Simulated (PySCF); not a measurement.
# C3H9NSi: the cost of one run

Programs: PySCF 2.14.0, with density-fitted response routines of our own. Each step states its level of theory. These are calculated values for one molecule in the gas phase, unless marked as measured. Atoms count from 0, in the outputs and in this text.

## Step 1: Starting geometry

14 atoms, charge 0, multiplicity 1; geometry from: GFN2-xTB. The atoms were then displaced at random by about 0.01 Å, so the start is not that level's minimum.

Bonds of the start (Å): Si0–N1 1.72, N1–C2 1.44, C2–C3 1.47, C3–C4 1.49, C4–C2 1.48, Si0–H5 1.43, Si0–H6 1.47, Si0–H7 1.50, N1–H8 1.01, C2–H9 1.10, C3–H10 1.12, C3–H11 1.06, C4–H12 1.07, C4–H13 1.10.

## Step 2: Geometry optimisation at PBE0-D3(BJ)/def2-SVP

Job settings and geometry (Å):

```
{"job": {"xc": "PBE0", "basis": "def2-SVP", "d3": "d3bj", "grid": 1, "shake": 0.01, "kind": "geom"}, "charge": 0, "multiplicity": 1}
Si     1.898250     0.450960    -0.073560
N      0.828110    -0.176990     1.121840
C     -0.608850    -0.163620     1.103920
C     -1.341390    -0.918390     0.072130
C     -1.355640     0.573400     0.055440
H      3.208110     0.135120     0.403220
H      1.702500    -0.077550    -1.431070
H      1.673290     1.928740    -0.134290
H      1.182580    -0.943710     1.684550
H     -1.008380    -0.154200     2.127210
H     -2.287480    -1.430950     0.385100
H     -0.811430    -1.430190    -0.687910
H     -0.826860     1.078370    -0.728540
H     -2.259970     1.113950     0.374230
```

On the command line:

```
$ OMP_NUM_THREADS=1 python probes_run.py task.json out
```

This one command runs all jobs of the session in turn.

**Question.** How long does this first job take on 1 thread of Arm Neoverse V1, shared host, and how much memory does it need?

About 91 s, with a peak of 0.5 GiB.
